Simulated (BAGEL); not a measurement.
# TiHCl3O (SMILES Cl[Ti](Cl)(Cl)O) at HF/STO-3G (density fitting with qzvpp-jkfit)

Aim: the energy change on altering one bond length of TiHCl3O at HF/STO-3G (density fitting with qzvpp-jkfit), from 2 runs. 

The calculation is run with BAGEL 1.2.2.

7 further runs of the same task are left out: 6 that didn't finish, 1 set aside as unsound or not needed.

### 1 The structure to begin with

TiHCl3O has 6 atoms, charge 0, and is taken as a singlet. As SMILES, `Cl[Ti](Cl)(Cl)O`. The coordinates come from a PBE0-D4/def2-TZVP relaxation.

Bond lengths: Cl1–Ti2 2.179 Å, Ti2–Cl3 2.179 Å, Ti2–Cl4 2.180 Å, Ti2–O5 1.745 Å, O5–H6 0.958 Å. Angles: Cl1–Ti2–Cl3 108.5°, Cl1–Ti2–Cl4 110.3°, Cl1–Ti2–O5 109.1°, Cl3–Ti2–Cl4 110.3°, Cl3–Ti2–O5 109.1°, Cl4–Ti2–O5 109.5°, Ti2–O5–H6 146.9°.

### 2 The energy at HF/STO-3G (density fitting with qzvpp-jkfit)

Input file hf.json:

```json
{ "bagel" : [

{
  "title" : "molecule",
  "basis" : "sto-3g",
  "df_basis" : "qzvpp-jkfit",
  "angstrom" : true,
  "geometry" : [
    { "atom" : "Cl", "xyz" : [   -1.629250,   -0.831330,    1.360800 ] },
    { "atom" : "Ti", "xyz" : [   -0.080580,   -0.347470,   -0.093680 ] },
    { "atom" : "Cl", "xyz" : [    1.757320,   -1.362960,    0.488070 ] },
    { "atom" : "Cl", "xyz" : [   -0.693400,   -0.978720,   -2.087950 ] },
    { "atom" : "O", "xyz" : [    0.191890,    1.375840,   -0.087440 ] },
    { "atom" : "H", "xyz" : [    0.454040,    2.144630,    0.420190 ] }
  ]
},
{
  "title" : "hf"
},
{
  "title" : "print",
  "file" : "orbitals.molden",
  "orbitals" : true
}

]}
```

Command:

```sh
$ BAGEL_NUM_THREADS=1 BAGEL hf.json > hf.out
```

The program printed:

```text
* using 1 threads per process

  ===============================================================
  ===============================================================

  *** Geometry ***

  { "atom" : "Cl", "xyz" : [     -3.078836,     -1.570986,      2.571539 ] },
  { "atom" : "Ti", "xyz" : [     -0.152274,     -0.656623,     -0.177030 ] },
  { "atom" : "Cl", "xyz" : [      3.320854,     -2.575621,      0.922319 ] },
  { "atom" : "Cl", "xyz" : [     -1.310336,     -1.849513,     -3.945654 ] },
  { "atom" : "O", "xyz" : [      0.362620,      2.599961,     -0.165238 ] },
  { "atom" : "H", "xyz" : [      0.858011,      4.052763,      0.794044 ] },

  Number of auxiliary basis functions:      743

  Since a DF basis is specified, we compute 2- and 3-index integrals:
    o Being stored without compression. Storage requirement is 0.015 GB

  Number of basis functions:       51
  Number of electrons      :       82

    * METHOD: MOLECULE                             0.28

  *** RHF ***

  === Nuclear Repulsion ===
   537.7271692348

      * DIIS with orbital gradients will be used.

  === RHF iteration (sto-3g) ===
      0      -2278.16346489          0.01564351           0.07
      1      -2278.28087183          0.01424131           0.06
      2      -2278.39299278          0.00059537           0.06
      3      -2278.39337446          0.00014905           0.06
      4      -2278.39339853          0.00003544           0.06
      5      -2278.39339990          0.00000704           0.06
      6      -2278.39339998          0.00000154           0.06
      7      -2278.39339999          0.00000048           0.06
      8      -2278.39339999          0.00000017           0.06
      9      -2278.39339999          0.00000006           0.06
     10      -2278.39339999          0.00000002           0.06
     11      -2278.39339999          0.00000001           0.06
    * SCF iteration converged.

    * Permanent dipole moment:
           (   -0.303148,    -1.407081,    -0.291890) a.u.

    * METHOD: HF                                   0.90

    * METHOD: PRINT                                0.00

  ===============================================================
```

Run time: 1.3 s. Hardware: 1 thread of AMD EPYC 9R45 (Zen 5), shared host; peak memory 0.14 GiB.

### 3 The distorted shape, same level

Input file input.json:

```json
{ "bagel" : [

{
  "title" : "molecule",
  "basis" : "sto-3g",
  "df_basis" : "qzvpp-jkfit",
  "angstrom" : true,
  "geometry" : [
    { "atom" : "Cl", "xyz" : [      -2.868195,      -1.218421,       2.524392 ] },
    { "atom" : "Ti", "xyz" : [      -0.080580,      -0.347470,      -0.093680 ] },
    { "atom" : "Cl", "xyz" : [       1.757320,      -1.362960,       0.488070 ] },
    { "atom" : "Cl", "xyz" : [      -0.693400,      -0.978720,      -2.087950 ] },
    { "atom" : "O", "xyz" : [       0.191890,       1.375840,      -0.087440 ] },
    { "atom" : "H", "xyz" : [       0.454040,       2.144630,       0.420190 ] }
  ]
},

{ "title" : "hf" },

{ "title" : "print", "file" : "orbitals.molden", "orbitals" : true }

]}
```

Command:

```sh
$ BAGEL_NUM_THREADS=1 BAGEL input.json > input.out
```

The program printed:

```text
* using 1 threads per process

  ===============================================================
  ===============================================================

  *** Geometry ***

  { "atom" : "Cl", "xyz" : [     -5.420103,     -2.302482,      4.770410 ] },
  { "atom" : "Ti", "xyz" : [     -0.152274,     -0.656623,     -0.177030 ] },
  { "atom" : "Cl", "xyz" : [      3.320854,     -2.575621,      0.922319 ] },
  { "atom" : "Cl", "xyz" : [     -1.310336,     -1.849513,     -3.945654 ] },
  { "atom" : "O", "xyz" : [      0.362620,      2.599961,     -0.165238 ] },
  { "atom" : "H", "xyz" : [      0.858011,      4.052763,      0.794044 ] },

  Number of auxiliary basis functions:      743

  Since a DF basis is specified, we compute 2- and 3-index integrals:
    o Being stored without compression. Storage requirement is 0.015 GB

  Number of basis functions:       51
  Number of electrons      :       82

    * METHOD: MOLECULE                             0.28

  *** RHF ***

  === Nuclear Repulsion ===
   463.5061709610

      * DIIS with orbital gradients will be used.

  === RHF iteration (sto-3g) ===
      0      -2277.82968546          0.01636605           0.07
      1      -2272.93213443          0.07368131           0.06
      2      -2278.08926637          0.00439461           0.06
      3      -2278.12108786          0.00147792           0.06
      4      -2278.12676603          0.00075638           0.06
      5      -2278.12779242          0.00029677           0.06
      6      -2278.12791692          0.00007973           0.06
      7      -2278.12793863          0.00003258           0.06
      8      -2278.12794549          0.00002009           0.06
      9      -2278.12794978          0.00001025           0.06
     10      -2278.12795114          0.00000263           0.06
     11      -2278.12795119          0.00000096           0.06
     12      -2278.12795119          0.00000051           0.06
     13      -2278.12795119          0.00000018           0.06
     14      -2278.12795119          0.00000006           0.06
     15      -2278.12795119          0.00000003           0.06
     16      -2278.12795119          0.00000002           0.06
     17      -2278.12795119          0.00000001           0.06
     18      -2278.12795119          0.00000001           0.06
    * SCF iteration converged.

    * Permanent dipole moment:
           (   -2.555056,    -2.071676,     1.792140) a.u.

    * METHOD: HF                                   1.32

    * METHOD: PRINT                                0.00

  ===============================================================
```

Run time: 1.8 s. Hardware: 1 thread of AMD EPYC 9R45 (Zen 5), shared host; peak memory 0.14 GiB.

### 4 Outcome

At HF/STO-3G (density fitting with qzvpp-jkfit):

| quantity | value |
| --- | --- |
| first shape: total energy | -2278.39340 Eh |
| first shape: dipole moment | 3.73 D |
| first shape: HOMO energy | -10.84 eV |
| first shape: LUMO energy | 5.48 eV |
| first shape: HOMO–LUMO gap | 16.31 eV |
| distorted shape: total energy | -2278.12795 Eh |
| distorted shape: dipole moment | 9.52 D |
| distorted shape: HOMO energy | -5.56 eV |
| distorted shape: LUMO energy | 0.90 eV |
| distorted shape: HOMO–LUMO gap | 6.47 eV |
| energy change with the Cl1–Ti2 bond stretched from 2.179 to 3.922 Å | 7.223 eV |

In words: One bond (distorted shape) is far stretched, which a spin-restricted single reference describes badly; a broken-symmetry solution may lie lower. With the Cl1–Ti2 bond stretched from 2.179 to 3.922 Å the energy rises by 7.22 eV (167 kcal/mol). The first shape isn't relaxed at this level, so the change isn't measured from a minimum. A restricted reference can't describe the breaking bond well at this length. The minimal basis adds a large error of its own.
